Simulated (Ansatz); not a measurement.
# BFH₄OSi: up Jacob's ladder to CCSD(T)

One table from this session's results is given with a row withheld; the runs are named, their logs left out.

Method: functionals in def2-TZVPP, the program's frozen cores in correlated methods; program: Ansatz 0.2.0, Gaussian basis.

Plan: LDA (SPW92), PBE-D4, revPBE-D4, BLYP-D4, r2SCAN-D4, B97M-V, PBE0-D4, B3LYP-D4, r2SCANh-D4, r2SCAN0-D4, HSE06-D4, BHLYP-D4, CAM-B3LYP-D4, LC-ωPBE, ωB97X-V, ωB97M-V, B2PLYP, PBE-QIDH; CCSD(T)/def2-SVP; CCSD(T)/def2-TZVPP; MP2/def2-QZVPP; extrapolation to the limit; RPA on PBE.

## Structure used throughout

The geometry comes from an earlier relaxation with PBE0-D4 in a triple-zeta def2 set; it is a stationary point, not always the lowest conformer.

SMILES `OB(F)[SiH3]`, 8 atoms, charge 0, spin multiplicity 1.

Atoms are counted from 1 here; the program's logs count them from 0.

Bond lengths: O1–B2 1.349 Å, O1–H5 0.959 Å, B2–F3 1.329 Å, B2–Si4 2.039 Å, Si4–H6 1.487 Å, Si4–H7 1.491 Å, Si4–H8 1.487 Å. Angles: B2–O1–H5 113.8°, O1–B2–F3 115.6°, O1–B2–Si4 125.2°, F3–B2–Si4 119.1°, B2–Si4–H6 110.6°, B2–Si4–H7 110.3°, B2–Si4–H8 110.6°, H6–Si4–H7 108.4°, H6–Si4–H8 108.5°, H7–Si4–H8 108.4°.

Set-up of the first run:

in.yaml reads:

```yaml
crystal:
  periodic: [false, false, false]
  atoms:
    - {symbol: O, position_ang: [1.705540, 0.480643, -0.907234]}
    - {symbol: B, position_ang: [1.015481, -0.227826, 0.010881]}
    - {symbol: F, position_ang: [1.735490, -1.061748, 0.753541]}
    - {symbol: Si, position_ang: [-0.995556, -0.105722, 0.321306]}
    - {symbol: H, position_ang: [1.160436, 1.073843, -1.428286]}
    - {symbol: H, position_ang: [-1.284062, 0.325363, 1.715240]}
    - {symbol: H, position_ang: [-1.604492, 0.884255, -0.612547]}
    - {symbol: H, position_ang: [-1.640738, -1.426009, 0.091399]}
basis:
  gaussian: {orbitals: def2-TZVPP}
hamiltonian: {xc: lda}
output: {orbitals: {seedname: orbitals}}
```

On the command line:

```bash
$ ansatz run in.yaml --threads 2 --pin off --events-out ev --progress --plain --max-ram 4352MiB
```

Steps of the session up to this table: LDA; PBE-D4 (GGA); revPBE-D4 (GGA); BLYP-D4 (GGA); r2SCAN-D4 (meta-GGA); B97M-V (meta-GGA); PBE0-D4 (hybrid); B3LYP-D4 (hybrid); r2SCANh-D4 (hybrid); r2SCAN0-D4 (hybrid); HSE06-D4 (hybrid); BHLYP-D4 (hybrid); CAM-B3LYP-D4 (range-separated); LC-ωPBE (range-separated); ωB97X-V (range-separated); ωB97M-V (range-separated); B2PLYP (double hybrid); PBE-QIDH (double hybrid).

One table of the session follows, with a row left open; its other results are not shown here.

It belongs to the step «Orbital energies across the functionals». 

| functional | HOMO (eV) | gap (eV) |
| --- | --- | --- |
| LDA (SPW92) | -7.35 | 5.49 |
| PBE-D4 | ? | ? |
| revPBE-D4 | -7.17 | 5.64 |
| BLYP-D4 | -7.13 | 5.65 |
| r2SCAN-D4 | -7.52 | 6.15 |
| B97M-V | -7.64 | 6.13 |
| PBE0-D4 | -8.59 | 7.88 |
| B3LYP-D4 | -8.39 | 7.48 |
| r2SCANh-D4 | -8.03 | 6.98 |
| r2SCAN0-D4 | -8.78 | 8.22 |
| HSE06-D4 | -8.19 | 7.10 |
| BHLYP-D4 | -9.90 | 10.18 |
| CAM-B3LYP-D4 | -10.01 | 10.42 |
| LC-ωPBE | -11.32 | 12.91 |
| ωB97X-V | -10.98 | 12.47 |
| ωB97M-V | -10.78 | 12.04 |

Q: Estimate the row for PBE-D4 from the others.

The run gave: HOMO (eV): -7.23; gap (eV): 5.60. In the column «HOMO (eV)» it lies between LDA (SPW92) (-7.35) and revPBE-D4 (-7.17).
